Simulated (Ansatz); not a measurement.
# Si₂H₄Br₂: how energies converge with the basis set

One table from this session's results is given with a row withheld; the runs are named, their logs left out.

Method: one geometry, several basis sets; program: Ansatz 0.2.0, Gaussian basis.

Levels to be run: PBE0-D4/def2-SVP; ωB97M-V/def2-SVP; PBE0-D4/def2-QZVPP; ωB97M-V/def2-QZVPP; the functionals' def2-TZVPP values are taken from earlier runs.

### The geometry

The geometry comes from an earlier relaxation with PBE0-D4 in a triple-zeta def2 set; it is a stationary point, not always the lowest conformer.

SMILES `[SiH3][SiH](Br)Br`, 8 atoms, charge 0, spin multiplicity 1.

Atoms are counted from 1 here; the program's logs count them from 0.

Bond lengths: Si1–Si2 2.334 Å, Si1–H5 1.486 Å, Si1–H6 1.484 Å, Si1–H7 1.486 Å, Si2–Br3 2.221 Å, Si2–Br4 2.221 Å, Si2–H8 1.481 Å. Angles: Si2–Si1–H5 109.3°, Si2–Si1–H6 108.0°, Si2–Si1–H7 109.3°, H5–Si1–H6 110.2°, H5–Si1–H7 109.9°, H6–Si1–H7 110.2°, Si1–Si2–Br3 108.8°, Si1–Si2–Br4 108.8°, Si1–Si2–H8 115.4°, Br3–Si2–Br4 109.9°, Br3–Si2–H8 106.9°, Br4–Si2–H8 106.9°.

The first run:

in.yaml

```yaml
crystal:
  periodic: [false, false, false]
  atoms:
    - {symbol: Si, position_ang: [-0.373966, 1.179352, 0.059837]}
    - {symbol: Si, position_ang: [0.188777, -1.085593, 0.017702]}
    - {symbol: Br, position_ang: [2.074257, -1.376247, 1.154267]}
    - {symbol: Br, position_ang: [0.475083, -1.712700, -2.093245]}
    - {symbol: H, position_ang: [-0.555393, 1.613884, 1.469181]}
    - {symbol: H, position_ang: [0.733426, 1.939395, -0.571634]}
    - {symbol: H, position_ang: [-1.634909, 1.385743, -0.698754]}
    - {symbol: H, position_ang: [-0.815176, -2.001036, 0.606847]}
basis:
  gaussian: {orbitals: def2-SVP}
hamiltonian: {xc: pbe0, dispersion: d4}
output: {orbitals: {seedname: orbitals}}
```

Run with:

```bash
> ansatz run in.yaml --threads 4 --pin off --events-out ev --progress --plain --max-ram 10444MiB
```

Among the steps run: PBE0-D4 in def2-SVP; ωB97M-V in def2-SVP; PBE0-D4 in def2-QZVPP; ωB97M-V in def2-QZVPP.

One of the session's tables, all rows but one given; the rest of the session is left out.

It belongs to the step «Density functionals: the series». 

| functional | basis | HOMO (eV) |
| --- | --- | --- |
| PBE0-D4 | def2-SVP | ? |
| PBE0-D4 | def2-TZVPP | -8.05 |
| PBE0-D4 | def2-QZVPP | -8.05 |
| ωB97M-V | def2-SVP | -10.02 |
| ωB97M-V | def2-TZVPP | -10.10 |
| ωB97M-V | def2-QZVPP | -10.10 |

Estimate the missing values for PBE0-D4, def2-SVP.

The run gave: HOMO (eV): -8.00. In the column «HOMO (eV)» it is the highest.
